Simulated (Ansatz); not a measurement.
**SnH3S− (SMILES [S-][SnH3]): single points off equilibrium**

One table from this session's results is given with a row withheld; the runs are named, their logs left out.

Computed with Ansatz 0.2.0, Gaussian basis. Level: single points in def2-TZVPPD.

Correlated methods freeze the cores. Filled d shells of the heavier atoms are correlated. Core potentials replace the inner electrons past krypton, and spin-orbit coupling is left out.

## Starting geometry

SMILES `[S-][SnH3]`, 5 atoms, charge -1, spin multiplicity 1.

Atoms are counted from 1 here; the program's logs count them from 0.

Bond lengths: S1–Sn2 2.289 Å, Sn2–H3 1.832 Å, Sn2–H4 1.861 Å, Sn2–H5 1.795 Å. Angles: S1–Sn2–H3 119.0°, S1–Sn2–H4 117.2°, S1–Sn2–H5 116.9°, H3–Sn2–H4 99.7°, H3–Sn2–H5 100.6°, H4–Sn2–H5 100.1°.

Geometry (Å):

```xyz
5
charge -1, multiplicity 1
S    -2.04320    0.35700    1.12880
Sn   -0.05960   -0.03430    0.05520
H     0.05420    0.28700   -1.74510
H     0.60850   -1.77100    0.10570
H     1.37390    0.87070    0.64480
```

Set-up of the first run:

File run/in.yaml:

```yaml
crystal:
  periodic: [false, false, false]
  atoms:
    - {symbol: S, position_ang: [-2.043200, 0.357000, 1.128800]}
    - {symbol: Sn, position_ang: [-0.059600, -0.034300, 0.055200]}
    - {symbol: H, position_ang: [0.054200, 0.287000, -1.745100]}
    - {symbol: H, position_ang: [0.608500, -1.771000, 0.105700]}
    - {symbol: H, position_ang: [1.373900, 0.870700, 0.644800]}
basis:
  gaussian: {orbitals: "def2-TZVPPD.json"}
total_charge: -1
correlation: {method: ccsd_t}
output: {forces: true}
```

The basis file named in the input lies beside it (Basis Set Exchange, JSON).

No record of the launch command was kept for these runs.

Among the steps run: CCSD(T)/def2-TZVPPD; PBE0-D4/def2-TZVPPD; wB97M-V/def2-TZVPPD; r2SCAN-D4/def2-TZVPPD; PBE-D4/def2-TZVPPD; HSE06-D4/def2-TZVPPD; SPW92/def2-TZVPPD.

One table of the session follows, with a row left open; its other results are not shown here.

| method | RMS force component (eV/Å) | angle to CCSD(T) forces (°) |
| --- | --- | --- |
| CCSD(T) | 0.600 | reference |
| PBE0-D4 | ? | ? |
| wB97M-V | 0.565 | 4.5 |
| r2SCAN-D4 | 0.487 | 3.3 |
| PBE-D4 | 0.449 | 12.9 |
| HSE06-D4 | 0.493 | 4.3 |
| SPW92 | 0.441 | 7.7 |

Q: Estimate the row for PBE0-D4 from the others.

The run gave: RMS force component (eV/Å): 0.495; angle to CCSD(T) forces (°): 4.7. In the column «RMS force component (eV/Å)» it lies between HSE06-D4 (0.493) and wB97M-V (0.565).
